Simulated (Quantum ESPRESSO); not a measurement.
Crystal: Cu.

```
CELL_PARAMETERS angstrom
1.64000 2.31931 0.00000
-1.64000 2.31931 0.00000
0.00000 2.31931 2.15000
ATOMIC_POSITIONS crystal
Cu 0.00000 0.00000 0.00000
```

The cell was built by a generator and needn't be a form met in nature.

Base run:

```yaml
Program: Quantum ESPRESSO 7.5
Functional: PBEsol
Potentials_or_basis: GBRV 1.5 PBEsol
Cutoff: 762 eV
Density_cutoff: 6095 eV
k_mesh: 16 × 16 × 16
Occupations: methfessel-paxton, width 0.1 eV
Spin: no spin polarisation
```

Its results: band gap on the k mesh none (metal or under the smearing width); pressure -23.9 GPa.

Q: The run is repeated on the same cell with these changes: functional from PBEsol to LDA; potentials or basis from GBRV 1.5 PBEsol to GBRV 1.5 LDA. What comes out?

A: Band gap on the k mesh none (metal or under the smearing width); pressure -27.1 GPa.

Caveats: so large a pressure means that the cell lies far from this level's equilibrium, or that cutoff or potentials fall short.

Not every run made on this cell is shown here.
